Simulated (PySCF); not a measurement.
# C₄H₂BrClO₂S₂ (triplet): open-shell or spin-flip excitations

Wanted: open-shell or spin-flip excitations for C₄H₂BrClO₂S₂ (triplet) (`O=S(=O)(Cl)c1ccc(Br)s1`).

Computed with PySCF 2.14.0 and routines of our own; the level stands in each step. Atoms count from 0.

### Step 1. The starting structure

12 atoms, charge 0, multiplicity 3; geometry from: GFN2-xTB.

### Step 2. Open-shell or spin-flip excitations: unrestricted TDDFT M06-2X/def2-SVP

Job settings and geometry (Å):

```
{"job": {"kind": "uabs", "xc": "M06-2X", "basis": "def2-SVP", "nstates": 10, "tda": false}, "charge": 0, "multiplicity": 3}
O     -2.585215     0.484562     1.617938
S     -2.063098     0.035347     0.371448
O     -2.815692    -0.862967    -0.438460
Cl    -1.745858     1.737067    -0.797425
C     -0.413661    -0.539914     0.564000
C      0.316039    -0.872958    -0.643316
C      1.570768    -0.367806    -0.665957
C      1.919564     0.311463     0.535058
Br     3.176373     1.666367     0.615151
S      0.531288     0.312498     1.707632
H     -0.163658    -1.439792    -1.418848
H      2.274349    -0.464554    -1.473247
```

Method: unrestricted TDDFT M06-2X/def2-SVP, vertical, gas phase, core orbitals frozen in the response.

Launch:

```bash
> OMP_NUM_THREADS=1 python excited_run.py task.json out
```

The driver reads the jobs from task.json and runs them one after another.

The program printed:

```text
coarse grid: 62304 points
cycle   1  E = -4133.2343020336  dE =  1.880e+00  |g| = 8.258e-01  |ddm| = 3.405e+00
cycle   2  E = -4132.2761692934  dE =  9.581e-01  |g| = 1.633e+00  |ddm| = 2.648e+00
cycle   3  E = -4133.5112578167  dE = -1.235e+00  |g| = 2.380e-01  |ddm| = 2.037e+00
cycle   4  E = -4133.5442898113  dE = -3.303e-02  |g| = 7.103e-02  |ddm| = 4.408e-01
cycle   5  E = -4133.5481367888  dE = -3.847e-03  |g| = 2.495e-02  |ddm| = 1.651e-01
cycle   6  E = -4133.5487713583  dE = -6.346e-04  |g| = 1.712e-02  |ddm| = 7.435e-02
cycle   7  E = -4133.5491356607  dE = -3.643e-04  |g| = 6.860e-03  |ddm| = 5.498e-02
cycle   8  E = -4133.5492253911  dE = -8.973e-05  |g| = 4.582e-03  |ddm| = 3.358e-02
cycle   9  E = -4133.5492477711  dE = -2.238e-05  |g| = 1.464e-03  |ddm| = 1.598e-02
cycle  10  E = -4133.5492507329  dE = -2.962e-06  |g| = 7.517e-04  |ddm| = 5.172e-03
final grid: 126304 points
cycle  11  E = -4133.5484481186  dE = -7.684e-06  |g| = 1.534e-03  |ddm| = 1.304e-02
cycle  12  E = -4133.5484480814  dE =  3.725e-08  |g| = 1.897e-03  |ddm| = 4.383e-03
cycle  13  E = -4133.5484497410  dE = -1.660e-06  |g| = 3.809e-04  |ddm| = 2.499e-03
cycle  14  E = -4133.5484498561  dE = -1.152e-07  |g| = 1.709e-04  |ddm| = 6.683e-04
cycle  15  E = -4133.5484499243  dE = -6.817e-08  |g| = 1.066e-04  |ddm| = 6.666e-04
cycle  16  E = -4133.5484499551  dE = -3.075e-08  |g| = 5.658e-05  |ddm| = 4.537e-04
cycle  17  E = -4133.5484499683  dE = -1.325e-08  |g| = 3.635e-05  |ddm| = 3.426e-04
cycle  18  E = -4133.5484499722  dE = -3.904e-09  |g| = 1.372e-05  |ddm| = 1.920e-04
cycle  19  E = -4133.5484499730  dE = -8.149e-10  |g| = 9.124e-06  |ddm| = 8.201e-05
converged SCF energy = -4133.5484499730

Static polarisability (au): isotropic 108.613, principal 79.209 87.686 158.943

<S^2> of the reference = 2.0135 (exact 2.0000)

Excitations
state   eV       nm        f      <S^2>   main configurations
  1   1.6802    737.9   0.00130   2.077   Hb->Lb 0.96
  2   2.6988    459.4   0.00245   2.095   Ha->La 0.39, H-2b->Lb 0.35
  3   3.0623    404.9   0.01089   2.044   H-3b->Lb 0.46, H-2b->Lb 0.25, Ha->La 0.14
  4   3.1624    392.1   0.00065   2.069   Ha->L+1a 0.59, Ha->L+2a 0.29
  5   3.4146    363.1   0.02689   2.079   H-1b->Lb 0.50, H-2b->Lb 0.18, H-3b->Lb 0.10
  6   3.4352    360.9   0.06832   2.060   H-1b->Lb 0.36, H-3b->Lb 0.21, Ha->La 0.14, H-4b->Lb 0.11
  7   3.7140    333.8   0.11132   2.045   H-4b->Lb 0.57, H-3b->Lb 0.09, Ha->La 0.09
  8   3.7612    329.6   0.01464   2.058   Ha->L+2a 0.34, Ha->L+1a 0.23, Ha->L+3a 0.14, H-5b->Lb 0.09
  9   4.0205    308.4   0.01047   2.091   H-5b->Lb 0.51, Ha->L+3a 0.12, H-4b->Lb 0.10
 10   4.1649    297.7   0.00148   2.051   H-6b->Lb 0.43, H-9b->Lb 0.35
```

It took 2.9 min on 1 thread of Arm Neoverse V2, shared host; peak memory 0.88 GiB.

Key values:

| quantity | value |
| --- | --- |
| ⟨S²⟩ | 2.014 |

Löwdin spin populations:

| atom | value (e) |
| --- | --- |
| O0 | 0.00 |
| S1 | 0.06 |
| O2 | 0.01 |
| Cl3 | 0.08 |
| C4 | 0.63 |
| C5 | 0.23 |
| C6 | -0.01 |
| C7 | 0.67 |
| Br8 | 0.15 |
| S9 | 0.18 |
| H10 | 0.00 |
| H11 | 0.00 |

### Step 3. Open-shell or spin-flip excitations: collinear spin-flip TDA M06-2X/def2-SVP

The job, as its differences from that of step 2:

```diff
@@ -1,2 +1,2 @@
-{"job": {"kind": "uabs", "xc": "M06-2X", "basis": "def2-SVP", "nstates": 10, "tda": false}, "charge": 0, "multiplicity": 3}
+{"job": {"kind": "uabs", "xc": "M06-2X", "basis": "def2-SVP", "nstates": 8, "spin_flip": true}, "charge": 0, "multiplicity": 3}
 O     -2.585215     0.484562     1.617938
```

Level: collinear spin-flip TDA M06-2X/def2-SVP, vertical, gas phase, core orbitals frozen in the response.

The program printed:

```text
coarse grid: 62304 points
cycle   1  E = -4133.2343020336  dE =  1.880e+00  |g| = 8.258e-01  |ddm| = 3.405e+00
cycle   2  E = -4132.2761692934  dE =  9.581e-01  |g| = 1.633e+00  |ddm| = 2.648e+00
cycle   3  E = -4133.5112578167  dE = -1.235e+00  |g| = 2.380e-01  |ddm| = 2.037e+00
cycle   4  E = -4133.5442898113  dE = -3.303e-02  |g| = 7.103e-02  |ddm| = 4.408e-01
cycle   5  E = -4133.5481367888  dE = -3.847e-03  |g| = 2.495e-02  |ddm| = 1.651e-01
cycle   6  E = -4133.5487713583  dE = -6.346e-04  |g| = 1.712e-02  |ddm| = 7.435e-02
cycle   7  E = -4133.5491356607  dE = -3.643e-04  |g| = 6.860e-03  |ddm| = 5.498e-02
cycle   8  E = -4133.5492253911  dE = -8.973e-05  |g| = 4.582e-03  |ddm| = 3.358e-02
cycle   9  E = -4133.5492477711  dE = -2.238e-05  |g| = 1.464e-03  |ddm| = 1.598e-02
cycle  10  E = -4133.5492507329  dE = -2.962e-06  |g| = 7.517e-04  |ddm| = 5.172e-03
final grid: 126304 points
cycle  11  E = -4133.5484481186  dE = -7.684e-06  |g| = 1.534e-03  |ddm| = 1.304e-02
cycle  12  E = -4133.5484480814  dE =  3.725e-08  |g| = 1.897e-03  |ddm| = 4.383e-03
cycle  13  E = -4133.5484497410  dE = -1.660e-06  |g| = 3.809e-04  |ddm| = 2.499e-03
cycle  14  E = -4133.5484498561  dE = -1.152e-07  |g| = 1.709e-04  |ddm| = 6.683e-04
cycle  15  E = -4133.5484499243  dE = -6.817e-08  |g| = 1.066e-04  |ddm| = 6.666e-04
cycle  16  E = -4133.5484499551  dE = -3.075e-08  |g| = 5.658e-05  |ddm| = 4.537e-04
cycle  17  E = -4133.5484499683  dE = -1.325e-08  |g| = 3.635e-05  |ddm| = 3.426e-04
cycle  18  E = -4133.5484499722  dE = -3.904e-09  |g| = 1.372e-05  |ddm| = 1.920e-04
cycle  19  E = -4133.5484499730  dE = -8.149e-10  |g| = 9.124e-06  |ddm| = 8.201e-05
converged SCF energy = -4133.5484499730

<S^2> of the reference = 2.0135 (exact 2.0000)

Spin-flip excitations, energies against the reference
state   eV       nm        f      <S^2>   main configurations
  1  -2.1234        -   0.00000   0.048   Ha->Lb 0.94
  2  -0.2869    675.1   0.00003   2.037   Ha->L+1b 0.43, H-1a->Lb 0.42
  3   1.5793    334.8   0.29642   0.211   Ha->L+1b 0.45, H-1a->Lb 0.36
  4   1.7998    316.0   0.07380   1.019   H-2a->Lb 0.59, H-3a->Lb 0.11
  5   2.6701    258.7   0.08382   0.832   Ha->L+2b 0.21, H-1a->L+1b 0.15, H-4a->Lb 0.10
  6   3.0417    240.0   0.02561   1.034   H-4a->Lb 0.66, Ha->L+3b 0.09
  7   3.2499    230.7   0.08988   1.030   Ha->L+3b 0.64, H-5a->Lb 0.10
  8   3.3425    226.8   0.03991   1.040   H-5a->Lb 0.32, Ha->L+2b 0.22, H-8a->Lb 0.10
```

It took 62 s on 1 thread of Arm Neoverse V2, shared host; peak memory 0.78 GiB.

The ⟨S²⟩ below is that of the reference state, of multiplicity 3.

From this job:

| quantity | value |
| --- | --- |
| low spin less high spin | -1.837 eV |
| ⟨S²⟩ | 2.014 |

### Step 4. Summary of results

| quantity | value |
| --- | --- |
| lowest and brightest state of nearly pure spin, of 10 (step 2, unrestricted TDDFT M06-2X/def2-SVP) | 1.68 eV; 3.71 eV, f = 0.111 |
| low spin less high spin (step 3, collinear spin-flip TDA M06-2X/def2-SVP) | -1.837 eV |

What this shows: The values above hold for this geometry and these levels alone.
